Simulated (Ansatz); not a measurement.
**GeNH (singlet): the correlation ladder at angle Ge1–N2–H3 = 120.3°, cc-pVDZ**

The task here is to estimate one member of a computed series from the others.

Method: cc-pVDZ, core rule «outside noble gas», up to 15 orbitals frozen; program: Ansatz 0.2.0, Gaussian basis.

Plan: UHF; CCSD(T) on RHF; CCSD(T) on UHF; BCCD(T) on RHF; CISD; CCSDT(Q) on RHF; CCSDT(Q) on UHF; CCSDTQ on RHF; CASSCF and MRCISD+Q, 2 electrons in 2 orbitals; CASSCF and NEVPT2, 2 electrons in 2 orbitals; CASSCF and MRCISD+Q, 10 electrons in 9 orbitals; CASSCF and MRCISD+Q(relaxed), 10 electrons in 9 orbitals; CASSCF and NEVPT2, 10 electrons in 9 orbitals.

### What is computed

The geometry derives from a PBE0/def2-TZVP stationary point (not a proven minimum). One angle is set to the value named; bond lengths are kept. No spin-orbit coupling is included. The filled d shell of Ge may be among the frozen orbitals whatever the setting's name suggests; the logs give the count.

3 atoms, charge 0, spin multiplicity 1.

Atoms are counted from 1 here; the program's logs count them from 0.

Bond lengths: Ge1–N2 1.644 Å, N2–H3 1.003 Å. Angles: Ge1–N2–H3 120.3°.

Set-up of the first run:

in.yaml reads:

```yaml
crystal:
  periodic: [false, false, false]
  atoms:
    - {symbol: Ge, position_ang: [0.134460, 0.000000, 0.254307]}
    - {symbol: N, position_ang: [-0.684014, 0.000000, -1.171942]}
    - {symbol: H, position_ang: [-0.184949, 0.000000, -2.041599]}
basis:
  gaussian: {orbitals: cc-pVDZ}
magnetization: {spin_polarized: true, initial_magnetization: 0}
hamiltonian: {xc: hf}
output: {orbitals: {seedname: orbitals}}
```

Run with:

```console
> ansatz run in.yaml --threads 1 --pin off --events-out ev --progress --plain --max-ram 2816MiB --backend cpu
```

Among the steps run: UHF; CCSD(T) on RHF; CCSD(T) on UHF; BCCD(T) on RHF; CISD; CCSDT(Q) on RHF; CCSDT(Q) on UHF; CCSDTQ on RHF; CASSCF and MRCISD+Q, 2 electrons in 2 orbitals; CASSCF and NEVPT2, 2 electrons in 2 orbitals; CASSCF and MRCISD+Q, 10 electrons in 9 orbitals; CASSCF and MRCISD+Q(relaxed), 10 electrons in 9 orbitals; CASSCF and NEVPT2, 10 electrons in 9 orbitals.

One of the session's tables, all rows but one given; the rest of the session is left out.

```
                   method  from RCCSDTQ (kcal/mol)
                      RHF                  +175.69
                      UHF                  +175.32
                     RMP2                   +16.14
                    RCCSD                    +9.07
                 RCCSD(T)                    +1.21
                  BCCD(T)                    +1.20
                   RCCSDT                    +0.80
                RCCSDT(Q)                    -0.24
                  RCCSDTQ                        0
              CASSCF pair                  +158.50
              NEVPT2 pair                   +18.28
              MRCISD pair                        ?
            MRCISD+Q pair                    +4.20
           CASSCF valence                   +89.50
           NEVPT2 valence                   +23.99
           MRCISD valence                    +6.76
         MRCISD+Q valence                    +1.89
MRCISD+Q(relaxed) valence                    -0.23
```

**Question.** Estimate the row for MRCISD pair.

As computed: from RCCSDTQ (kcal/mol): +18.99. In the column «from RCCSDTQ (kcal/mol)» it lies between NEVPT2 pair (+18.28) and NEVPT2 valence (+23.99).
